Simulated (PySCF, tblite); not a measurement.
# C6H5O3 radical: geometry, infrared bands and EPR parameters

Wanted: the infrared bands and EPR parameters of C6H5O3 radical (`COc1c[c]coc1=O`), by calculation.

Computed with tblite 0.8.0 and PySCF 2.14.0, with density-fitted response routines of our own, on a single molecule in the gas phase. Atoms count from 0, in the outputs and in this text.

**1. Starting geometry**

14 atoms, charge 0, multiplicity 2; geometry from: force field or distance geometry start.

Bonds of the start (Å): C0–O1 1.42, O1–C2 1.37, C2–C3 1.38, C3–C4 1.40, C4–C5 1.40, C5–O6 1.33, O6–C7 1.32, C7–O8 1.26, C7–C2 1.39, C0–H9 1.11, C0–H10 1.12, C0–H11 1.10, C3–H12 1.08, C5–H13 1.07.

**2. Relaxing the molecule with GFN2-xTB**

What the job is given:

```
{"job": {"kind": "relax", "xc": "GFN2-xTB", "basis": "xTB"}, "charge": 0, "multiplicity": 2}
C      2.347800    -0.112900     0.678000
O      1.217800     0.750100     0.613700
C     -0.010600     0.386100     0.126300
C     -0.227600    -0.879400    -0.377500
C     -1.479900    -1.261300    -0.870600
C     -2.499400    -0.304300    -0.871500
O     -2.266400     0.919800    -0.393500
C     -1.086400     1.262400     0.089300
O     -0.905300     2.427100     0.535500
H      3.036800     0.267900     1.460000
H      2.038800    -1.154900     0.950500
H      2.784000    -0.141700    -0.336500
H      0.532600    -1.647100    -0.379900
H     -3.482800    -0.512400    -1.245800
```

Command:

```console
> OMP_NUM_THREADS=1 python probes_run.py task.json out
```

The driver reads the jobs from task.json and runs them one after another.

**Question.** This job is followed by: GFN2-xTB harmonic vibrations, gas phase; UKS B3LYP, pcH-1 on C H O, non-relativistic, mean-field spin-orbit, GIAO. What will the session give for the following? strongest single infrared mode (GFN2-xTB); zero-point energy (GFN2-xTB); g(iso) (B3LYP); ⟨S²⟩; largest a(iso) (averaged by class); surface potential, 1st and 99th percentile.

As calculated:

```
                                 quantity                  value
strongest single infrared mode (GFN2-xTB)  1742 cm⁻¹, 596 km/mol
             zero-point energy (GFN2-xTB)          59.9 kcal/mol
                           g(iso) (B3LYP)                2.00214
                                     ⟨S²⟩     0.759 (exact 0.75)
       largest a(iso) (averaged by class)   13C on C4, 455.4 MHz
    surface potential, 1st and 99th percentile     -2.02 V and 1.49 V
```

Relaxing lowered the energy by 0.636 eV in 55 steps; the close pair that moved most is C2–C7, from 1.388 to 1.481 Å. No mode is imaginary among the 36: a minimum at this level. The strongest single mode, at 1742 cm⁻¹, moves mainly C7 and O8. GFN2-xTB is a fitted tight-binding method: band positions and strengths are rough. Its intensities can rank the bands wrongly. C4 carries the largest spin population, 1.01 e. The isotropic g lies 0.2 ppt below the free-electron value.
